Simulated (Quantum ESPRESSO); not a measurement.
## Ga2As3: single point with PBE

Crystal: Ga2As3.

```
Ga As
1.0
     4.97624    0.00000    0.00000
     0.00000    4.97624    0.00000
     0.00000    0.00000    4.97624
Ga As
2 3
Cartesian
  0.0000 0.0000 0.0000
  2.4881 2.4881 2.4881
  0.0000 2.4881 2.4881
  2.4881 0.0000 2.4881
  2.4881 2.4881 0.0000
```

The cell was built by a generator and needn't be a form met in nature.

* Program: Quantum ESPRESSO 7.5
* Task: single point
* Functional: PBE
* Potentials or basis: SSSP 1.3 efficiency PBE
* Cutoff: 952 eV
* Density cutoff: 7619 eV
* k mesh: 6 × 6 × 6
* Occupations: fermi-dirac, width 0.05 eV
* Spin: no spin polarisation

```yaml
Pressure: 0.2 GPa
Band_gap_on_the_k_mesh: none (metal or under the smearing width)
```

Levels at points of the mesh, in eV from the Fermi level:
| k point | band 16 | band 17 | band 18 | band 19 | band 20 | band 21 | band 22 | band 23 | band 24 | band 25 |
| --- | --- | --- | --- | --- | --- | --- | --- | --- | --- | --- |
| (0.00, 0.00, 0.00) | -4.60 | -4.55 | -1.19 | 0.11 | 0.11 | 0.11 | 0.16 | 0.16 | 0.16 | 4.97 |
| (0.00, 0.00, -0.50) | -4.10 | -4.10 | -1.40 | -1.40 | -0.68 | 0.08 | 0.49 | 0.49 | 1.60 | 3.72 |
| (0.00, -0.50, -0.50) | -3.62 | -1.55 | -1.55 | -1.07 | -0.92 | -0.92 | 0.90 | 1.95 | 1.97 | 3.32 |
| (-0.50, -0.50, -0.50) | -3.52 | -3.52 | -3.52 | 0.97 | 0.97 | 2.01 | 2.01 | 2.01 | 3.97 | 3.97 |

Wall time 6 min on 1 thread of Arm Neoverse N1, with other jobs on the host, peak memory 0.73 GiB.
